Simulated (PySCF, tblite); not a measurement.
# C6H17BO: geometry, infrared bands and NMR shifts

Wanted: the infrared bands and NMR shifts of C6H17BO (`[BH3-][O+](C)CC(C)(C)C`), by calculation.

The runs use tblite 0.8.0 and PySCF 2.14.0, with density-fitted response routines of our own; the level of theory stands in each step. All values are computed, except where a source is named. Atoms count from 0, in the outputs and in this text.

### 1 Starting geometry

25 atoms, charge 0, multiplicity 1; geometry from: force field or distance geometry start.

Bonds of the start (Å): B0–O1 1.52, O1–C2 1.42, O1–C3 1.44, C3–C4 1.55, C4–C5 1.54, C4–C6 1.53, C4–C7 1.55, B0–H8 1.19, B0–H9 1.18, B0–H10 1.20, C2–H11 1.12, C2–H12 1.10, C2–H13 1.11, C3–H14 1.12, C3–H15 1.14, C5–H16 1.11, C5–H17 1.12, C5–H18 1.11, C6–H19 1.11, C6–H20 1.11, C6–H21 1.11, C7–H22 1.11, C7–H23 1.11, C7–H24 1.11.

### 2 Geometry optimisation with GFN2-xTB

Job settings and geometry (Å):

```
{"job": {"kind": "relax", "xc": "GFN2-xTB", "basis": "xTB"}, "charge": 0, "multiplicity": 1}
B      2.076900    -1.429900    -0.271600
O      1.225400    -0.204300    -0.559200
C      2.092700     0.847600    -0.967800
C      0.470300     0.192900     0.601300
C     -1.051800     0.141000     0.310700
C     -1.483000    -1.289600    -0.080200
C     -1.833200     0.583000     1.554700
C     -1.383400     1.106800    -0.851000
H      2.871900    -1.221200     0.595300
H      2.637300    -1.771600    -1.255200
H      1.368400    -2.338200     0.060100
H      1.478400     1.749000    -1.221700
H      2.615500     0.581300    -1.898400
H      2.833400     1.134400    -0.193200
H      0.717500     1.224400     0.967400
H      0.654700    -0.450800     1.522900
H     -0.968000    -1.617100    -1.004600
H     -1.224400    -2.008000     0.735600
H     -2.575200    -1.333900    -0.246400
H     -2.923600     0.560300     1.373000
H     -1.621800    -0.092200     2.416300
H     -1.555300     1.616500     1.856900
H     -2.477700     1.117600    -1.037200
H     -0.885100     0.782800    -1.791800
H     -1.070800     2.143200    -0.606900
```

The run is started by

```
$ OMP_NUM_THREADS=1 python probes_run.py task.json out
```

One launch serves the whole session: the jobs run in the order shown.

**Question.** This job is followed by: GFN2-xTB harmonic vibrations, gas phase; GIAO PBE0/pcSseg-1 NMR shielding, non-relativistic, gas phase. Predict these results of the whole session: strongest single infrared mode (GFN2-xTB); zero-point energy (GFN2-xTB); ¹³C shifts against TMS (PBE0/pcSseg-1, means over atoms taken as alike); ¹H shifts against TMS (PBE0/pcSseg-1, means over atoms taken as alike); ¹¹B shifts against BF3·OEt2 (PBE0/pcSseg-1); ¹⁷O shifts against H2O (PBE0/pcSseg-1).

**Answer**, as computed:

| quantity | value |
| --- | --- |
| strongest single infrared mode (GFN2-xTB) | 2434 cm⁻¹, 254 km/mol |
| zero-point energy (GFN2-xTB) | 139.2 kcal/mol |
| ¹³C shifts against TMS (PBE0/pcSseg-1, means over atoms taken as alike) | 92.6, 70.0, 36.4, 27.9 ppm |
| ¹H shifts against TMS (PBE0/pcSseg-1, means over atoms taken as alike) | 3.69, 3.51, 3.19, 1.02 ppm |
| ¹¹B shifts against BF3·OEt2 (PBE0/pcSseg-1) | 2.9 ppm |
| ¹⁷O shifts against H2O (PBE0/pcSseg-1) | 12.5 ppm |

In words: Relaxing lowered the energy by 0.396 eV in 67 steps; the close pair that moved most is B0–O1, from 1.520 to 1.657 Å. No mode is imaginary among the 69: a minimum at this level. The strongest single mode, at 2434 cm⁻¹, moves mainly H8. GFN2-xTB is a fitted tight-binding method: band positions and strengths are rough. Its intensities can rank the bands wrongly. C3 (sp3 CH2 bonded to O) lies farthest downfield among carbon, at 92.6 ppm; pulled downfield by the heteroatom. H11, H12, H13 (mean) (hydrogen on a methyl carbon bonded to O) lies farthest downfield among hydrogen, at 3.69 ppm; its carbon carries O, hence the downfield position. At PBE0/pcSseg-1: The widest tensor belongs to C2: span 105 ppm, with a paramagnetic part of -128 ppm.
